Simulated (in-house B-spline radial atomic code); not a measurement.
# Excited states and polarisability of Ni¹⁰⁺ by several methods

How far do the methods of linear response differ for Ni¹⁰⁺? Each gives excitation energies, polarisability and C6.

Method: linear response of a closed shell, each method with its own adiabatic kernel; spin-free one-electron X2C, finite nucleus; B-spline basis; no spin-orbit coupling, no double excitations; only terms of natural parity, (−1)^L, with L up to 3 are computed. Code: in-house B-spline radial atomic code version 1.

## 1. Starting point

| Item | Value |
| --- | --- |
| element | nickel (Z = 28) |
| charge | +10 |
| configuration | [Ne] 3s2 3p6 |
| runs | TDHF; BSE on G0W0@HF; LDA (VWN5); PBE; PBE0; B3LYP; CAM-B3LYP; LC-ωPBE; ωB97X; HSE06; BHandHLYP; BLYP; PBEsol; BP86; exchange-only LDA; B97-1; RPBE; OLYP |

The outer shells:

Ni¹⁰⁺
```
[Ne] core
3s [↑↓]
3p [↑↓][↑↓][↑↓]
```

## 2. TDHF

Settings of the run:

```ini
Z = 28
electrons = 18.0
configuration = [Ne] 3s2 3p6
hamiltonian = x2c
method = hf
box_radius = 9.77
rms_radius = 3.7757
intervals = 69
```

The run is started by

```
$ python run_td.py task.json out
```

The settings of every run stand in task.json; they run in order.

## 3. BSE on G0W0@HF

Changes to the settings of step 2:

```diff
@@ -4,3 +4,3 @@
 hamiltonian = x2c
-method = hf
+method = bse
 box_radius = 9.77
```

## 4. LDA (VWN5)

Changes to the settings of step 3:

```diff
@@ -4,3 +4,3 @@
 hamiltonian = x2c
-method = bse
+method = lda,vwn
 box_radius = 9.77
```

## 5. PBE

Changes to the settings of step 4:

```diff
@@ -4,3 +4,3 @@
 hamiltonian = x2c
-method = lda,vwn
+method = pbe,pbe
 box_radius = 9.77
```

## 6. PBE0

Changes to the settings of step 5:

```diff
@@ -4,3 +4,3 @@
 hamiltonian = x2c
-method = pbe,pbe
+method = pbe0
 box_radius = 9.77
```

## 7. B3LYP

Changes to the settings of step 6:

```diff
@@ -4,3 +4,3 @@
 hamiltonian = x2c
-method = pbe0
+method = b3lyp
 box_radius = 9.77
```

## 8. CAM-B3LYP

Changes to the settings of step 7:

```diff
@@ -4,3 +4,3 @@
 hamiltonian = x2c
-method = b3lyp
+method = camb3lyp
 box_radius = 9.77
```

## 9. LC-ωPBE

Changes to the settings of step 8:

```diff
@@ -4,3 +4,3 @@
 hamiltonian = x2c
-method = camb3lyp
+method = lc_wpbe
 box_radius = 9.77
```

## 10. ωB97X

Changes to the settings of step 9:

```diff
@@ -4,3 +4,3 @@
 hamiltonian = x2c
-method = lc_wpbe
+method = wb97x
 box_radius = 9.77
```

## 11. HSE06

Changes to the settings of step 10:

```diff
@@ -4,3 +4,3 @@
 hamiltonian = x2c
-method = wb97x
+method = hse06
 box_radius = 9.77
```

## 12. BHandHLYP

Changes to the settings of step 11:

```diff
@@ -4,3 +4,3 @@
 hamiltonian = x2c
-method = hse06
+method = bhandhlyp
 box_radius = 9.77
```

## 13. BLYP

Changes to the settings of step 12:

```diff
@@ -4,3 +4,3 @@
 hamiltonian = x2c
-method = bhandhlyp
+method = b88,lyp
 box_radius = 9.77
```

## 14. PBEsol

Changes to the settings of step 13:

```diff
@@ -4,3 +4,3 @@
 hamiltonian = x2c
-method = b88,lyp
+method = pbesol
 box_radius = 9.77
```

## 15. BP86

Changes to the settings of step 14:

```diff
@@ -4,3 +4,3 @@
 hamiltonian = x2c
-method = pbesol
+method = b88,p86
 box_radius = 9.77
```

## 16. exchange-only LDA

Changes to the settings of step 15:

```diff
@@ -4,3 +4,3 @@
 hamiltonian = x2c
-method = b88,p86
+method = lda,
 box_radius = 9.77
```

## 17. B97-1

Changes to the settings of step 16:

```diff
@@ -4,3 +4,3 @@
 hamiltonian = x2c
-method = lda,
+method = b97_1
 box_radius = 9.77
```

## 18. RPBE

Changes to the settings of step 17:

```diff
@@ -4,3 +4,3 @@
 hamiltonian = x2c
-method = b97_1
+method = rpbe,pbe
 box_radius = 9.77
```

## 19. OLYP

Changes to the settings of step 18:

```diff
@@ -4,3 +4,3 @@
 hamiltonian = x2c
-method = rpbe,pbe
+method = optx,lyp
 box_radius = 9.77
```

What does the calculation give? Wanted: for each run, threshold; 3p→3d ¹P; 3p→3d ³P, Tamm-Dancoff; α; C6.

The runs gave:

| run | threshold (eV) | 3p→3d ¹P (eV) | 3p→3d ³P, Tamm-Dancoff (eV) | α (bohr³) | C6 (hartree bohr⁶) | time |
| --- | --- | --- | --- | --- | --- | --- |
| TDHF | 320.37 | 82.886 | 58.604 | 0.3250 | 0.2896 | 0.8 s |
| BSE on G0W0@HF | 321.09 | 83.422 | 59.425 | 0.3227 | 0.2858 | 1.4 s |
| LDA (VWN5) | 304.49 | 83.129 | 59.690 | 0.3239 | 0.2886 | 0.6 s |
| PBE | 304.66 | 83.551 | 59.730 | 0.3233 | 0.2887 | 0.7 s |
| PBE0 | 309.00 | 83.405 | 59.562 | 0.3236 | 0.2887 | 1 s |
| B3LYP | 308.14 | 83.241 | 59.376 | 0.3239 | 0.2889 | 1 s |
| CAM-B3LYP | 310.13 | 83.244 | 59.359 | 0.3240 | 0.2890 | 1.3 s |
| LC-ωPBE | 310.55 | 83.653 | 59.866 | 0.3231 | 0.2886 | 1.1 s |
| ωB97X | 311.06 | 83.600 | 59.955 | 0.3222 | 0.2871 | 1.3 s |
| HSE06 | 308.53 | 83.449 | 59.629 | 0.3235 | 0.2887 | 1.3 s |
| BHandHLYP | 313.10 | 83.087 | 59.097 | 0.3244 | 0.2891 | 1 s |
| BLYP | 304.48 | 83.373 | 59.425 | 0.3237 | 0.2889 | 0.7 s |
| PBEsol | 304.44 | 83.424 | 59.689 | 0.3235 | 0.2887 | 0.7 s |
| BP86 | 304.78 | 83.532 | 59.827 | 0.3230 | 0.2882 | 0.7 s |
| exchange-only LDA | 302.25 | 83.182 | 59.163 | 0.3245 | 0.2898 | 0.6 s |
| B97-1 | 308.23 | 83.290 | 59.632 | 0.3236 | 0.2885 | 1 s |
| RPBE | 304.67 | 83.634 | 59.765 | 0.3233 | 0.2888 | 0.7 s |
| OLYP | 305.44 | 83.555 | 59.423 | 0.3226 | 0.2875 | 0.7 s |

**Reading.** α runs from 0.322 (ωB97X) to 0.325 bohr³ (TDHF). The semilocal functionals put the threshold at 302.25 to 305.44 eV, under Hartree-Fock's 320.37 eV, through self-interaction. In this BSE only levels near the gap carry their own quasi-particle shift; deeper ones move rigidly and higher empty ones not at all.
